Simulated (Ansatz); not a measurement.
**ZnH2 (SMILES [ZnH2]) at wB97-D3(BJ)-ATM/ANO-R1 (damping of pbe0)**

Aim: the energy difference between two shapes of ZnH2 at wB97-D3(BJ)-ATM/ANO-R1 (damping of pbe0), from 2 runs. 

The calculation is run with Ansatz 0.2.0.

5 further runs of the same task are left out: 2 for a known fault of the program, 3 set aside as unsound or not needed.

## Step 1: Starting point

The species is ZnH2 (3 atoms), meant as a singlet with charge 0. SMILES: `[ZnH2]`. Geometry: relaxed at PBE0-D4/def2-TZVP.

Bond lengths: Zn1–H2 1.544 Å, Zn1–H3 1.544 Å. Angles: H2–Zn1–H3 180.0°.

## Step 2: Energy and forces at wB97-D3(BJ)-ATM/ANO-R1 (damping of pbe0)

The input, input.yaml:

```yaml
crystal:
  periodic: [false, false, false]
  atoms:
    - {symbol: Zn, position_ang: [-0.003700, -0.021600, -0.004400]}
    - {symbol: H, position_ang: [0.590600, 1.324200, 0.465500]}
    - {symbol: H, position_ang: [-0.597900, -1.367400, -0.474400]}
basis:
  gaussian: {orbitals: ANO-R1.json}
output: {forces: true, orbitals: {seedname: orbitals}}
hamiltonian: {xc: {name: wB97}, dispersion: {method: d3bjatm, functional: pbe0}, pseudopotentials: {relativity: none}}
accuracy: high
```

The basis set ANO-R1 is read from a file made from the Basis Set Exchange's data (not shown).

Command:

```console
$ ansatz run input.yaml --threads 1 --pin off --max-ram 2610MiB --events-out events.jsonl --progress --plain --runs-dir runs
```

Log, shortened:

```text
Warning: RAYON_NUM_THREADS=1 ignored (pool sized by the plan → 1); use --threads N
Functional definition: wB97
  name "wB97"
[...]
      + integral(e_c_pw_opposite_spin*poly(b97_u_opposite, 1, cos1, cos2, cos3, cos4))
994 factors; integrals over basis functions are off by at most 3.2e-9 eV
248 factors; integrals over basis functions are off by at most 2.3e-9 eV
[...]
mean field -48264.12650473 eV, -1773.6739344488 hartree, gradient 2.5e-8 eV, S^2 0.000000; 0 other end points of the search recorded, 0 dependent functions left out
[...]
reference -48264.12650378 eV, -1773.6739344141 hartree; 16, 16 occupied and 28, 28 virtual orbitals, 994 factors
WARN: the results are in doubt because the basis set is contracted for relativity, which is off
Total energy: -48264.14269388 eV, -1773.6745293894 hartree
Atom 0 at    -0.003700    -0.021600    -0.004400 Å, force     0.000218     0.000077    -0.000157 eV/Å
Atom 1 at     0.590600     1.324200     0.465500 Å, force    -0.127962    -0.289588    -0.101031 eV/Å
Atom 2 at    -0.597900    -1.367400    -0.474400 Å, force     0.127744     0.289511     0.101188 eV/Å
Dipole moment:    -0.000035    -0.000001     0.000034 e Å
In doubt: the basis set is contracted for relativity, which is off
```

Run time: 37 s. Hardware: 1 thread of Intel Xeon Platinum 8259CL at 2.50GHz (Skylake/Cascade Lake), shared host; peak memory 0.29 GiB.

## Step 3: The distorted shape at the same level

The input, input.yaml:

```yaml
crystal:
  periodic: [false, false, false]
  atoms:
    - {symbol: Zn, position_ang: [0.021136, -0.010983, -0.017564]}
    - {symbol: H, position_ang: [0.606323, 1.332165, 0.448810]}
    - {symbol: H, position_ang: [-0.570611, -1.375176, -0.458970]}
basis:
  gaussian: {orbitals: ANO-R1.json}
output: {forces: true, orbitals: {seedname: orbitals}}
hamiltonian: {xc: {name: wB97}, dispersion: {method: d3bjatm, functional: pbe0}, pseudopotentials: {relativity: none}}
accuracy: high
```

The basis set ANO-R1 is read from a file made from the Basis Set Exchange's data (not shown).

Command:

```console
$ ansatz run input.yaml --threads 1 --pin off --max-ram 2610MiB --events-out events.jsonl --progress --plain --runs-dir runs
```

Log, shortened:

```text
Warning: RAYON_NUM_THREADS=1 ignored (pool sized by the plan → 1); use --threads N
[... 2 set-up lines as earlier in the session ...]
[...]
      + integral(e_c_pw_opposite_spin*poly(b97_u_opposite, 1, cos1, cos2, cos3, cos4))
994 factors; integrals over basis functions are off by at most 3.4e-9 eV
245 factors; integrals over basis functions are off by at most 2.3e-9 eV
[...]
mean field -48264.12557631 eV, -1773.6739003300 hartree, gradient 4.9e-8 eV, S^2 0.000000; 0 other end points of the search recorded, 0 dependent functions left out
[...]
reference -48264.12557536 eV, -1773.6739002953 hartree; 16, 16 occupied and 28, 28 virtual orbitals, 994 factors
WARN: the results are in doubt because the basis set is contracted for relativity, which is off
Total energy: -48264.14176586 eV, -1773.6744952852 hartree
Atom 0 at     0.021136    -0.010983    -0.017564 Å, force    -0.069243    -0.170224     0.001768 eV/Å
Atom 1 at     0.606323     1.332165     0.448810 Å, force    -0.091046    -0.204110    -0.097083 eV/Å
Atom 2 at    -0.570611    -1.375176    -0.458970 Å, force     0.160289     0.374334     0.095315 eV/Å
Dipole moment:     0.002911     0.008749    -0.008110 e Å
In doubt: the basis set is contracted for relativity, which is off
```

Wall time 36 s (1 thread of Intel Xeon Platinum 8259CL at 2.50GHz (Skylake/Cascade Lake), shared host); peak memory 0.29 GiB.

## Step 4: Outcome

At wB97-D3(BJ)-ATM/ANO-R1 (damping of pbe0):

| quantity | value |
| --- | --- |
| first shape: total energy | -1773.67453 Eh |
| first shape: dipole moment | 0.00 D |
| first shape: HOMO energy | -10.69 eV |
| first shape: LUMO energy | 3.53 eV |
| first shape: HOMO–LUMO gap | 14.21 eV |
| first shape: dispersion energy | -1.56 kJ/mol |
| first shape: largest force on an atom | 0.332 eV/Å |
| distorted shape: total energy | -1773.67450 Eh |
| distorted shape: dipole moment | 0.06 D |
| distorted shape: HOMO energy | -10.69 eV |
| distorted shape: LUMO energy | 3.52 eV |
| distorted shape: HOMO–LUMO gap | 14.21 eV |
| distorted shape: dispersion energy | -1.56 kJ/mol |
| distorted shape: largest force on an atom | 0.418 eV/Å |
| energy change with the atoms displaced | 0.001 eV |

What this shows: With the atoms displaced the energy rises by 0.00 eV (0.0 kcal/mol). The first shape isn't relaxed at this level, so the change isn't measured from a minimum. The largest force (first shape) is 0.33 eV/Å: the shape isn't a stationary point for this species at this level. The basis (first shape) was made for a relativistic Hamiltonian, but the run is non-relativistic. The basis (distorted shape) was made for a relativistic Hamiltonian, but the run is non-relativistic.
